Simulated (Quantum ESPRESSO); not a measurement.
Set up this calculation in Quantum ESPRESSO 7.5, as the native input.

| Property | Result |
| --- | --- |
| Task | single point |
| Functional | PBE |
| Potentials or basis | SSSP 1.3 efficiency PBE |
| Cutoff | 748 eV |
| Density cutoff | 5987 eV |
| k mesh | 5 × 5 × 5 |
| Occupations | fermi-dirac, width 0.05 eV |
| Spin | no spin polarisation |
| Mixing beta | 0.5 |
| Most SCF iterations | 120 |
| SCF threshold | 1e-09 Ry |

Crystal: Ca3AsP.

```xyz
5
Lattice="5.3339 0.0000 0.0000 0.0000 5.3339 0.0000 0.0000 0.0000 5.3339" Properties=species:S:1:pos:R:3 pbc="T T T"
As   -0.0127    0.0179    0.0080
Ca    2.7070    2.6606   -0.0064
Ca    2.6931   -0.0239    2.6744
Ca   -0.0078    2.6716    2.6565
P     2.6763    2.6930    2.6800
```

The cell comes from a database or a generator and needn't be the stable form of this composition.

The cell isn't the ideal one: atoms moved at random, drawn with an rms of 0.05 Å.

One way to write it, as run:

pw.in

```
&CONTROL
  calculation = 'scf'
  prefix = 'pwscf'
  outdir = './tmp'
  pseudo_dir = './pseudo'
  tprnfor = .true.
  tstress = .true.
  disk_io = 'nowf'
/
&SYSTEM
  ibrav = 0
  nat = 5
  ntyp = 3
  ecutwfc = 55
  ecutrho = 440
  nbnd = 28
  occupations = 'smearing'
  smearing = 'fd'
  degauss = 0.00367493
/
&ELECTRONS
  conv_thr = 1d-09
  electron_maxstep = 120
  mixing_beta = 0.5
/
ATOMIC_SPECIES
As    74.9216 As.pbe-n-rrkjus_psl.0.2.UPF
Ca    40.0780 Ca_pbe_v1.uspp.F.UPF
P     30.9738 P.pbe-n-rrkjus_psl.1.0.0.UPF
CELL_PARAMETERS angstrom
   5.3338990000    0.0000000000    0.0000000000
   0.0000000000    5.3338990000    0.0000000000
   0.0000000000    0.0000000000    5.3338990000
ATOMIC_POSITIONS crystal
As    -0.0023740000    0.0033560000    0.0014920000
Ca     0.5075020000    0.4988090000   -0.0011910000
Ca     0.5048980000   -0.0044760000    0.5013890000
Ca    -0.0014580000    0.5008800000    0.4980360000
P      0.5017480000    0.5048880000    0.5024490000
K_POINTS automatic
5 5 5 0 0 0
```

Potentials or basis: SSSP 1.3 efficiency PBE.

Command:

```bash
$ OMP_NUM_THREADS=1 pw.x -in pw.in > pw.out
```

It gave:

```
Pressure               : -0.1 GPa
Largest force          : 0.483 eV/Å
Band gap on the k mesh : 0.20 eV, direct
```

Run time: 3.2 min on 1 thread of AMD EPYC 7R13 Processor (Zen 3), with other jobs on the host, peak memory 0.78 GiB.
